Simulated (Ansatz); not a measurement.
## MnCoGe in Ansatz: the effect of pseudo set

Crystal: MnCoGe.

```xyz
6
Lattice="4.0911 0.0000 0.0000 -2.0456 3.5430 0.0000 0.0000 0.0000 5.1439" Properties=species:S:1:pos:R:3 pbc="T T T"
Ge    0.0000    2.3620    1.2860
Ge    2.0456    1.1810    3.8579
Co    2.0456    1.1810    1.2860
Co    0.0000    2.3620    3.8579
Mn    0.0000    0.0000    2.5719
Mn    0.0000    0.0000    0.0000
```

The cell is a database's computed one.

Alike in all runs:

* Program: Ansatz 0.2.0
* Task: single point
* Functional: PBEsol
* k mesh: 8 × 8 × 5
* Occupations: fermi-dirac, width 0.05 eV
* Spin: collinear spin, ferromagnetic start
* Starting moments: [0.0, 0.0, 2.0, 2.0, 4.0, 4.0] μB

| pseudo set | cutoff | pressure (GPa) | moment (μB) |
| --- | --- | --- | --- |
| Ansatz PAW | 420 eV (not typed: the program's choice for these potentials) | -9.7 | 6.11 |
| JTH PAW | 1320 eV (not typed: the program's choice for these potentials) | ? | ? |
| PseudoDojo standard | 1306 eV | -8.8 | 6.28 |
| PseudoDojo stringent | 1769 eV | -9.8 | 6.03 |
| Ansatz PAW earlier set | 900 eV (not typed: the program's choice for these potentials) | -9.6 | 6.11 |

Task: What does the run with pseudo set JTH PAW give?

Result: Pressure -8.9 GPa; moment 6.13 μB.

Caveats: the PAW data sets come from PBE, with cores solved anew for the run's functional, which leaves a small shift of forces and pressure (some runs).

The runs don't all hold the same shells in valence.
